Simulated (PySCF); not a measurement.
# CH5FN2Si: NMR shifts at several levels of theory

How much do the NMR shifts of CH5FN2Si (`C=NN[SiH2]F`) depend on the level of theory, and what does each level cost?

The runs use PySCF 2.14.0, with density-fitted response routines of our own; the level of theory stands in each step. All values are computed, except where a source is named. Atoms count from 0, in the outputs and in this text.

### Step 1. Starting geometry

10 atoms, charge 0, multiplicity 1; geometry from: PBE0-D3(BJ)/def2-SVP.

Bonds of the start (Å): C0–N1 1.27, N1–N2 1.34, N2–Si3 1.75, Si3–F4 1.62, C0–H5 1.11, C0–H6 1.09, N2–H7 1.01, Si3–H8 1.49, Si3–H9 1.49.

### Step 2. Shielding tensors: PBE0/pcSseg-2

Job settings and geometry (Å):

```
{"job": {"kind": "nmr", "xc": "PBE0", "basis": "pcSseg-2", "pop": false}, "charge": 0, "multiplicity": 1}
C      1.779723     0.259108     0.137489
N      1.124088     0.360502    -0.950719
N     -0.196539     0.113154    -0.959702
Si    -1.265897    -0.274842     0.368052
F     -2.719069    -0.342558    -0.348598
H      1.335354    -0.031388     1.107374
H      2.852602     0.467917     0.112399
H     -0.603034     0.229578    -1.882258
H     -0.972043    -1.597213     0.983817
H     -1.276743     0.789562     1.408206
```

With the program's defaults for keys left out, this is: GIAO PBE0/pcSseg-2 NMR shielding, non-relativistic, gas phase.

Run with:

```sh
$ OMP_NUM_THREADS=1 python probes_run.py task.json out
```

The driver reads the jobs from task.json and runs them one after another.

Log:

```text
coarse grid: 9024 points
cycle   1  E = -539.6466543242  dE =  4.521e-01  |g| = 5.867e-01  |ddm| = 2.272e+00
cycle   2  E = -539.5846601930  dE =  6.199e-02  |g| = 8.859e-01  |ddm| = 8.174e-01
cycle   3  E = -539.7031384878  dE = -1.185e-01  |g| = 7.379e-02  |ddm| = 5.022e-01
cycle   4  E = -539.7039210855  dE = -7.826e-04  |g| = 2.792e-02  |ddm| = 6.310e-02
cycle   5  E = -539.7040816240  dE = -1.605e-04  |g| = 7.404e-03  |ddm| = 2.267e-02
cycle   6  E = -539.7040899723  dE = -8.348e-06  |g| = 3.943e-03  |ddm| = 5.438e-03
cycle   7  E = -539.7040930633  dE = -3.091e-06  |g| = 8.763e-04  |ddm| = 2.586e-03
final grid: 83584 points
cycle   8  E = -539.7101674440  dE = -5.268e-05  |g| = 7.006e-03  |ddm| = 2.213e-02
cycle   9  E = -539.7101509610  dE =  1.648e-05  |g| = 1.108e-02  |ddm| = 1.139e-02
cycle  10  E = -539.7101776627  dE = -2.670e-05  |g| = 1.889e-03  |ddm| = 7.125e-03
cycle  11  E = -539.7101785091  dE = -8.464e-07  |g| = 2.808e-04  |ddm| = 1.291e-03
cycle  12  E = -539.7101785258  dE = -1.675e-08  |g| = 6.394e-05  |ddm| = 1.784e-04
cycle  13  E = -539.7101785263  dE = -4.565e-10  |g| = 3.416e-05  |ddm| = 4.577e-05
cycle  14  E = -539.7101785265  dE = -2.293e-10  |g| = 4.219e-06  |ddm| = 2.015e-05
converged SCF energy = -539.7101785265

GIAO shielding tensors (ppm)
atom      isotropic    diamagn.    paramagn.     s11        s22        s33       span
  0 C       54.402     254.037    -199.635    -42.125     81.852    123.479    165.604
  1 N     -147.245     313.389    -460.634   -498.525   -140.796    197.587    696.112
  2 N      130.495     317.661    -187.166     46.092    121.782    223.611    177.519
  3 Si     356.011     875.779    -519.769    326.602    341.870    399.560     72.958
  4 F      397.357     466.302     -68.945    370.685    396.072    425.314     54.629
  5 H       24.574      32.892      -8.318     21.758     23.595     28.369      6.611
  6 H       25.128      29.120      -3.992     23.895     24.954     26.535      2.640
  7 H       25.843      31.243      -5.400     21.125     26.593     29.811      8.686
  8 H       25.475      29.050      -3.575     23.010     23.903     29.514      6.503
  9 H       25.507      29.156      -3.650     23.157     23.913     29.449      6.292
```

It took 27 s on 1 thread of Arm Neoverse V1, shared host; peak memory 0.98 GiB.

Shifts follow as δ = σ(reference) − σ, with reference shieldings (ppm) from runs at the same level and on the same kind of geometry: 1H TMS 31.25, 13C TMS 184.1, 29Si TMS 341.3, 19F CFCl3 175.8, 15N NH3 261.7. The references are single molecules in the gas phase, so shifts against H2O, NH3, PH3, H3PO4 or CFCl3 are not on the usual liquid scales and can be off by tens of ppm. Atoms listed in one row are averaged.

| atoms | environment | σ (ppm) | δ (ppm) |
| --- | --- | --- | --- |
| C0 | C=N carbon | 54.4 | 129.7 |
| H5 | hydrogen on a C=N carbon | 24.57 | 6.67 |
| H6 | hydrogen on a C=N carbon | 25.13 | 6.12 |
| H8, H9 | hydrogen on a silicon bonded to F, N | 25.49 | 5.75 |
| H7 | hydrogen on a nitrogen bonded to N, Si | 25.84 | 5.40 |
| N1 | imine nitrogen | -147.2 | 408.9 |
| N2 | nitrogen bonded to N, Si, H | 130.5 | 131.2 |
| Si3 | silicon bonded to F, N, 2 H | 356.0 | -14.7 |
| F4 | fluorine bonded to Si | 397.4 | -221.5 |

### Step 3. Shielding tensors: mPW1PW91/pcSseg-2

The job, as its differences from that of step 2:

```diff
@@ -1,2 +1,2 @@
-{"job": {"kind": "nmr", "xc": "PBE0", "basis": "pcSseg-2", "pop": false}, "charge": 0, "multiplicity": 1}
+{"job": {"kind": "nmr", "xc": "mPW1PW91", "basis": "pcSseg-2", "pop": false}, "charge": 0, "multiplicity": 1}
 C      1.779723     0.259108     0.137489
```

Level: GIAO mPW1PW91/pcSseg-2 NMR shielding, non-relativistic, gas phase.

Log:

```text
coarse grid: 9024 points
cycle   1  E = -539.9847058825  dE =  4.522e-01  |g| = 6.015e-01  |ddm| = 2.265e+00
cycle   2  E = -539.9190728028  dE =  6.563e-02  |g| = 9.104e-01  |ddm| = 8.291e-01
cycle   3  E = -540.0438815448  dE = -1.248e-01  |g| = 7.441e-02  |ddm| = 5.125e-01
cycle   4  E = -540.0446827345  dE = -8.012e-04  |g| = 2.906e-02  |ddm| = 6.396e-02
cycle   5  E = -540.0448541052  dE = -1.714e-04  |g| = 8.902e-03  |ddm| = 2.332e-02
cycle   6  E = -540.0448659628  dE = -1.186e-05  |g| = 4.955e-03  |ddm| = 6.767e-03
cycle   7  E = -540.0448711061  dE = -5.143e-06  |g| = 8.563e-04  |ddm| = 3.183e-03
final grid: 83584 points
cycle   8  E = -540.0500739640  dE = -4.677e-05  |g| = 5.574e-03  |ddm| = 2.163e-02
cycle   9  E = -540.0500629280  dE =  1.104e-05  |g| = 8.999e-03  |ddm| = 9.053e-03
cycle  10  E = -540.0500804642  dE = -1.754e-05  |g| = 1.429e-03  |ddm| = 5.656e-03
cycle  11  E = -540.0500809459  dE = -4.817e-07  |g| = 2.656e-04  |ddm| = 1.009e-03
cycle  12  E = -540.0500809602  dE = -1.425e-08  |g| = 8.304e-05  |ddm| = 1.693e-04
cycle  13  E = -540.0500809613  dE = -1.172e-09  |g| = 2.656e-05  |ddm| = 5.527e-05
cycle  14  E = -540.0500809615  dE = -1.430e-10  |g| = 3.139e-06  |ddm| = 1.719e-05
converged SCF energy = -540.0500809615

GIAO shielding tensors (ppm)
atom      isotropic    diamagn.    paramagn.     s11        s22        s33       span
  0 C       53.633     254.111    -200.478    -43.384     81.284    122.999    166.383
  1 N     -148.543     313.165    -461.708   -500.289   -142.548    197.210    697.500
  2 N      129.945     317.685    -187.739     45.437    121.611    222.788    177.351
  3 Si     355.852     875.913    -520.060    326.870    342.224    398.462     71.593
  4 F      397.085     466.368     -69.283    370.260    396.749    424.246     53.986
  5 H       24.650      32.904      -8.254     21.842     23.660     28.449      6.607
  6 H       25.180      29.095      -3.915     23.955     25.008     26.576      2.621
  7 H       25.902      31.268      -5.366     21.179     26.665     29.861      8.682
  8 H       25.574      29.127      -3.552     23.108     24.004     29.612      6.504
  9 H       25.605      29.234      -3.629     23.251     24.015     29.549      6.298
```

Run time: 27 s. Hardware: 1 thread of Arm Neoverse V1, shared host; peak memory 1.1 GiB.

This run: δ C0 129.9, N1 409.0, N2 130.5, Si3 -15.8, H5 6.64, H6 6.11 ppm.

### Step 4. Nuclear shieldings: WP04/pcSseg-2

The job, as its differences from that of step 3:

```diff
@@ -1,2 +1,2 @@
-{"job": {"kind": "nmr", "xc": "mPW1PW91", "basis": "pcSseg-2", "pop": false}, "charge": 0, "multiplicity": 1}
+{"job": {"kind": "nmr", "xc": "WP04", "basis": "pcSseg-2", "pop": false}, "charge": 0, "multiplicity": 1}
 C      1.779723     0.259108     0.137489
```

Level: GIAO WP04/pcSseg-2 NMR shielding, non-relativistic, gas phase.

Log:

```text
coarse grid: 9024 points
cycle   1  E = -548.2868102124  dE =  4.542e-01  |g| = 9.805e-01  |ddm| = 2.221e+00
cycle   2  E = -547.9632596237  dE =  3.236e-01  |g| = 1.701e+00  |ddm| = 1.445e+00
cycle   3  E = -548.4355547472  dE = -4.723e-01  |g| = 1.881e-01  |ddm| = 1.036e+00
cycle   4  E = -548.4402549590  dE = -4.700e-03  |g| = 1.170e-01  |ddm| = 1.732e-01
cycle   5  E = -548.4430544825  dE = -2.800e-03  |g| = 4.709e-02  |ddm| = 8.127e-02
cycle   6  E = -548.4435021744  dE = -4.477e-04  |g| = 8.168e-03  |ddm| = 2.999e-02
cycle   7  E = -548.4435154043  dE = -1.323e-05  |g| = 2.260e-03  |ddm| = 5.749e-03
cycle   8  E = -548.4435161047  dE = -7.003e-07  |g| = 1.110e-03  |ddm| = 1.617e-03
final grid: 83584 points
cycle   9  E = -548.4527427184  dE = -7.691e-05  |g| = 6.281e-03  |ddm| = 3.032e-02
cycle  10  E = -548.4527315263  dE =  1.119e-05  |g| = 9.360e-03  |ddm| = 1.042e-02
cycle  11  E = -548.4527501113  dE = -1.858e-05  |g| = 2.565e-03  |ddm| = 6.604e-03
cycle  12  E = -548.4527515662  dE = -1.455e-06  |g| = 5.421e-04  |ddm| = 1.688e-03
cycle  13  E = -548.4527516330  dE = -6.681e-08  |g| = 1.860e-04  |ddm| = 4.215e-04
cycle  14  E = -548.4527516390  dE = -6.074e-09  |g| = 6.834e-05  |ddm| = 1.320e-04
cycle  15  E = -548.4527516398  dE = -8.132e-10  |g| = 9.061e-06  |ddm| = 3.486e-05
converged SCF energy = -548.4527516398

GIAO shielding tensors (ppm)
atom      isotropic    diamagn.    paramagn.     s11        s22        s33       span
  0 C       42.281     253.916    -211.635    -56.851     69.539    114.154    171.004
  1 N     -154.553     311.378    -465.931   -489.670   -152.979    178.990    668.660
  2 N      117.837     318.143    -200.306     32.656    113.987    206.868    174.212
  3 Si     359.714     877.826    -518.112    334.533    353.396    391.214     56.680
  4 F      395.474     469.868     -74.394    366.189    408.007    412.227     46.038
  5 H       25.279      33.535      -8.256     22.583     24.209     29.046      6.463
  6 H       25.640      29.277      -3.637     24.514     25.428     26.978      2.464
  7 H       26.228      31.092      -4.864     21.599     27.128     29.957      8.358
  8 H       26.611      29.981      -3.370     24.121     25.040     30.671      6.550
  9 H       26.646      30.109      -3.463     24.253     25.063     30.623      6.370
```

It took 27 s on 1 thread of Arm Neoverse V1, shared host; peak memory 0.99 GiB.

Key values: δ C0 129.8, N1 399.3, N2 126.9, Si3 -31.7, H5 6.33, H6 5.97 ppm.

### Step 5. Nuclear shieldings: B97-2/pcSseg-2

The job, as its differences from that of step 4:

```diff
@@ -1,2 +1,2 @@
-{"job": {"kind": "nmr", "xc": "WP04", "basis": "pcSseg-2", "pop": false}, "charge": 0, "multiplicity": 1}
+{"job": {"kind": "nmr", "xc": "B97-2", "basis": "pcSseg-2", "pop": false}, "charge": 0, "multiplicity": 1}
 C      1.779723     0.259108     0.137489
```

Method: GIAO B97-2/pcSseg-2 NMR shielding, non-relativistic, gas phase.

Log:

```text
coarse grid: 9024 points
cycle   1  E = -539.9630214940  dE =  4.434e-01  |g| = 6.228e-01  |ddm| = 2.274e+00
cycle   2  E = -539.8799650453  dE =  8.306e-02  |g| = 9.781e-01  |ddm| = 8.900e-01
cycle   3  E = -540.0262812093  dE = -1.463e-01  |g| = 7.805e-02  |ddm| = 5.676e-01
cycle   4  E = -540.0271916733  dE = -9.105e-04  |g| = 3.287e-02  |ddm| = 7.078e-02
cycle   5  E = -540.0274119584  dE = -2.203e-04  |g| = 1.107e-02  |ddm| = 2.604e-02
cycle   6  E = -540.0274313236  dE = -1.937e-05  |g| = 5.862e-03  |ddm| = 8.614e-03
cycle   7  E = -540.0274387968  dE = -7.473e-06  |g| = 9.377e-04  |ddm| = 3.795e-03
final grid: 83584 points
cycle   8  E = -540.0288249373  dE = -6.423e-05  |g| = 8.420e-03  |ddm| = 3.305e-02
cycle   9  E = -540.0288120872  dE =  1.285e-05  |g| = 1.213e-02  |ddm| = 8.994e-03
cycle  10  E = -540.0288339325  dE = -2.185e-05  |g| = 1.252e-03  |ddm| = 6.011e-03
cycle  11  E = -540.0288340944  dE = -1.619e-07  |g| = 8.161e-04  |ddm| = 1.049e-03
cycle  12  E = -540.0288342419  dE = -1.475e-07  |g| = 7.956e-05  |ddm| = 4.546e-04
cycle  13  E = -540.0288342428  dE = -9.159e-10  |g| = 4.019e-05  |ddm| = 7.960e-05
cycle  14  E = -540.0288342432  dE = -3.618e-10  |g| = 5.890e-06  |ddm| = 3.031e-05
converged SCF energy = -540.0288342432

GIAO shielding tensors (ppm)
atom      isotropic    diamagn.    paramagn.     s11        s22        s33       span
  0 C       56.518     254.452    -197.933    -37.807     83.960    123.401    161.208
  1 N     -138.834     313.829    -452.663   -477.943   -134.437    195.878    673.821
  2 N      131.379     317.777    -186.397     48.617    122.970    222.552    173.935
  3 Si     366.134     876.037    -509.902    338.632    352.927    406.844     68.212
  4 F      397.890     466.716     -68.827    371.449    398.801    423.420     51.971
  5 H       24.722      33.133      -8.410     21.944     23.723     28.500      6.556
  6 H       25.290      29.089      -3.800     24.047     25.097     26.725      2.678
  7 H       25.999      31.309      -5.310     21.264     26.754     29.979      8.715
  8 H       25.706      29.302      -3.596     23.238     24.133     29.747      6.509
  9 H       25.739      29.415      -3.677     23.384     24.146     29.686      6.303
```

It took 27 s on 1 thread of Arm Neoverse V1, shared host; peak memory 0.99 GiB.

In short: δ C0 126.9, N1 398.4, N2 128.2, Si3 -18.5, H5 6.64, H6 6.07 ppm.

### Step 6. Nuclear shieldings: BHandHLYP/pcSseg-2

The job, as its differences from that of step 5:

```diff
@@ -1,2 +1,2 @@
-{"job": {"kind": "nmr", "xc": "B97-2", "basis": "pcSseg-2", "pop": false}, "charge": 0, "multiplicity": 1}
+{"job": {"kind": "nmr", "xc": "BHandHLYP", "basis": "pcSseg-2", "pop": false}, "charge": 0, "multiplicity": 1}
 C      1.779723     0.259108     0.137489
```

With the program's defaults for keys left out, this is: GIAO BHandHLYP/pcSseg-2 NMR shielding, non-relativistic, gas phase.

Log:

```text
coarse grid: 9024 points
cycle   1  E = -539.9110172136  dE =  4.780e-01  |g| = 5.756e-01  |ddm| = 2.254e+00
cycle   2  E = -539.9104326272  dE =  5.846e-04  |g| = 6.487e-01  |ddm| = 6.181e-01
cycle   3  E = -539.9706560077  dE = -6.022e-02  |g| = 5.238e-02  |ddm| = 3.188e-01
cycle   4  E = -539.9711329724  dE = -4.770e-04  |g| = 1.713e-02  |ddm| = 4.580e-02
cycle   5  E = -539.9711884688  dE = -5.550e-05  |g| = 5.871e-03  |ddm| = 1.503e-02
cycle   6  E = -539.9711958733  dE = -7.405e-06  |g| = 2.607e-03  |ddm| = 4.076e-03
final grid: 83584 points
cycle   7  E = -539.9765808487  dE = -1.744e-05  |g| = 3.171e-03  |ddm| = 1.361e-02
cycle   8  E = -539.9765801542  dE =  6.945e-07  |g| = 3.673e-03  |ddm| = 3.454e-03
cycle   9  E = -539.9765828228  dE = -2.669e-06  |g| = 4.379e-04  |ddm| = 1.895e-03
cycle  10  E = -539.9765828583  dE = -3.546e-08  |g| = 1.662e-04  |ddm| = 3.390e-04
cycle  11  E = -539.9765828645  dE = -6.268e-09  |g| = 5.626e-05  |ddm| = 1.383e-04
cycle  12  E = -539.9765828652  dE = -6.424e-10  |g| = 1.193e-05  |ddm| = 3.624e-05
converged SCF energy = -539.9765828652

GIAO shielding tensors (ppm)
atom      isotropic    diamagn.    paramagn.     s11        s22        s33       span
  0 C       52.690     252.407    -199.717    -53.803     85.897    125.977    179.780
  1 N     -161.530     311.694    -473.224   -536.544   -153.396    205.351    741.895
  2 N      135.495     317.202    -181.707     46.981    129.373    230.130    183.149
  3 Si     370.507     874.328    -503.821    342.263    365.660    403.598     61.335
  4 F      400.138     467.399     -67.260    371.068    406.423    422.924     51.856
  5 H       24.871      32.946      -8.075     21.946     23.853     28.815      6.870
  6 H       25.290      29.198      -3.907     23.981     24.977     26.914      2.933
  7 H       26.072      31.526      -5.454     21.202     26.851     30.163      8.962
  8 H       26.058      29.138      -3.080     23.561     24.402     30.212      6.651
  9 H       26.084      29.236      -3.152     23.688     24.423     30.141      6.453
```

Run time: 26 s. Hardware: 1 thread of Arm Neoverse V1, shared host; peak memory 1.1 GiB.

This run: δ C0 131.6, N1 421.3, N2 124.3, Si3 -24.8, H5 6.58, H6 6.16 ppm.

### Step 7. Shielding tensors: CAM-B3LYP/pcSseg-2

The job, as its differences from that of step 6:

```diff
@@ -1,2 +1,2 @@
-{"job": {"kind": "nmr", "xc": "BHandHLYP", "basis": "pcSseg-2", "pop": false}, "charge": 0, "multiplicity": 1}
+{"job": {"kind": "nmr", "xc": "CAM-B3LYP", "basis": "pcSseg-2", "pop": false}, "charge": 0, "multiplicity": 1}
 C      1.779723     0.259108     0.137489
```

With the program's defaults for keys left out, this is: GIAO CAM-B3LYP/pcSseg-2 NMR shielding, non-relativistic, gas phase.

Log:

```text
coarse grid: 9024 points
cycle   1  E = -539.9526269176  dE =  4.630e-01  |g| = 6.132e-01  |ddm| = 2.248e+00
cycle   2  E = -539.9276159011  dE =  2.501e-02  |g| = 8.012e-01  |ddm| = 7.142e-01
cycle   3  E = -540.0178040569  dE = -9.019e-02  |g| = 5.906e-02  |ddm| = 3.836e-01
cycle   4  E = -540.0183492508  dE = -5.452e-04  |g| = 2.048e-02  |ddm| = 5.012e-02
cycle   5  E = -540.0184268520  dE = -7.760e-05  |g| = 6.722e-03  |ddm| = 1.881e-02
cycle   6  E = -540.0184359368  dE = -9.085e-06  |g| = 2.660e-03  |ddm| = 4.913e-03
final grid: 83584 points
cycle   7  E = -540.0260664593  dE = -3.045e-05  |g| = 4.150e-03  |ddm| = 1.482e-02
cycle   8  E = -540.0260655125  dE =  9.468e-07  |g| = 4.753e-03  |ddm| = 4.444e-03
cycle   9  E = -540.0260696291  dE = -4.117e-06  |g| = 4.396e-04  |ddm| = 2.298e-03
cycle  10  E = -540.0260696609  dE = -3.184e-08  |g| = 1.572e-04  |ddm| = 3.429e-04
cycle  11  E = -540.0260696664  dE = -5.426e-09  |g| = 4.880e-05  |ddm| = 1.341e-04
cycle  12  E = -540.0260696668  dE = -4.120e-10  |g| = 1.672e-05  |ddm| = 3.353e-05
converged SCF energy = -540.0260696668

GIAO shielding tensors (ppm)
atom      isotropic    diamagn.    paramagn.     s11        s22        s33       span
  0 C       50.544     251.913    -201.369    -50.448     79.517    122.563    173.012
  1 N     -157.642     311.367    -469.009   -519.660   -153.030    199.764    719.424
  2 N      130.576     316.680    -186.103     43.664    120.453    227.612    183.949
  3 Si     348.185     875.023    -526.838    316.163    337.192    391.199     75.036
  4 F      395.799     466.921     -71.122    366.693    397.341    423.363     56.671
  5 H       24.705      32.601      -7.896     21.948     23.779     28.388      6.439
  6 H       25.242      29.461      -4.219     23.933     25.034     26.760      2.827
  7 H       25.952      31.567      -5.616     21.231     26.785     29.840      8.609
  8 H       25.708      28.903      -3.195     23.270     24.121     29.734      6.464
  9 H       25.734      28.993      -3.259     23.404     24.136     29.663      6.259
```

Run time: 36 s. Hardware: 1 thread of Arm Neoverse V1, shared host; peak memory 1.1 GiB.

This run: δ C0 132.0, N1 419.5, N2 131.3, Si3 -19.2, H5 6.63, H6 6.09 ppm.

### Step 8. Nuclear shieldings: wB97X-D/pcSseg-2

The job, as its differences from that of step 7:

```diff
@@ -1,2 +1,2 @@
-{"job": {"kind": "nmr", "xc": "CAM-B3LYP", "basis": "pcSseg-2", "pop": false}, "charge": 0, "multiplicity": 1}
+{"job": {"kind": "nmr", "xc": "wB97X-D", "basis": "pcSseg-2", "pop": false}, "charge": 0, "multiplicity": 1}
 C      1.779723     0.259108     0.137489
```

With the program's defaults for keys left out, this is: GIAO wB97X-D/pcSseg-2 NMR shielding, non-relativistic, gas phase.

Log:

```text
coarse grid: 9024 points
cycle   1  E = -539.9401202155  dE =  4.610e-01  |g| = 6.118e-01  |ddm| = 2.249e+00
cycle   2  E = -539.9364882754  dE =  3.632e-03  |g| = 7.175e-01  |ddm| = 6.646e-01
cycle   3  E = -540.0079500662  dE = -7.146e-02  |g| = 5.236e-02  |ddm| = 3.303e-01
cycle   4  E = -540.0084715593  dE = -5.215e-04  |g| = 1.804e-02  |ddm| = 5.064e-02
cycle   5  E = -540.0085405518  dE = -6.899e-05  |g| = 5.943e-03  |ddm| = 2.102e-02
cycle   6  E = -540.0085485530  dE = -8.001e-06  |g| = 2.578e-03  |ddm| = 6.134e-03
final grid: 83584 points
cycle   7  E = -540.0200387130  dE = -1.294e-04  |g| = 9.329e-03  |ddm| = 3.599e-02
cycle   8  E = -540.0200347016  dE =  4.011e-06  |g| = 1.097e-02  |ddm| = 9.619e-03
cycle   9  E = -540.0200541875  dE = -1.949e-05  |g| = 7.851e-04  |ddm| = 4.852e-03
cycle  10  E = -540.0200542925  dE = -1.050e-07  |g| = 4.350e-04  |ddm| = 7.635e-04
cycle  11  E = -540.0200543318  dE = -3.929e-08  |g| = 1.433e-04  |ddm| = 3.349e-04
cycle  12  E = -540.0200543359  dE = -4.164e-09  |g| = 3.249e-05  |ddm| = 1.031e-04
cycle  13  E = -540.0200543363  dE = -3.810e-10  |g| = 8.611e-06  |ddm| = 5.419e-05
converged SCF energy = -540.0200543363

GIAO shielding tensors (ppm)
atom      isotropic    diamagn.    paramagn.     s11        s22        s33       span
  0 C       52.971     254.183    -201.212    -46.923     81.420    124.417    171.341
  1 N     -151.657     311.599    -463.256   -509.548   -146.511    201.087    710.636
  2 N      133.403     317.530    -184.127     47.799    124.521    227.890    180.092
  3 Si     358.122     875.539    -517.417    328.105    346.128    400.132     72.027
  4 F      397.460     466.178     -68.718    369.031    398.219    425.129     56.097
  5 H       24.731      32.953      -8.221     21.943     23.763     28.489      6.546
  6 H       25.215      29.083      -3.868     23.992     25.021     26.632      2.640
  7 H       25.968      31.301      -5.333     21.241     26.706     29.957      8.716
  8 H       25.742      29.126      -3.384     23.273     24.156     29.796      6.523
  9 H       25.767      29.229      -3.463     23.405     24.169     29.726      6.321
```

Run time: 35 s. Hardware: 1 thread of Arm Neoverse V1, shared host; peak memory 1.1 GiB.

This run: δ C0 131.4, N1 411.7, N2 126.7, Si3 -17.4, H5 6.62, H6 6.14 ppm.

(Part 1 of 2 ends here.)
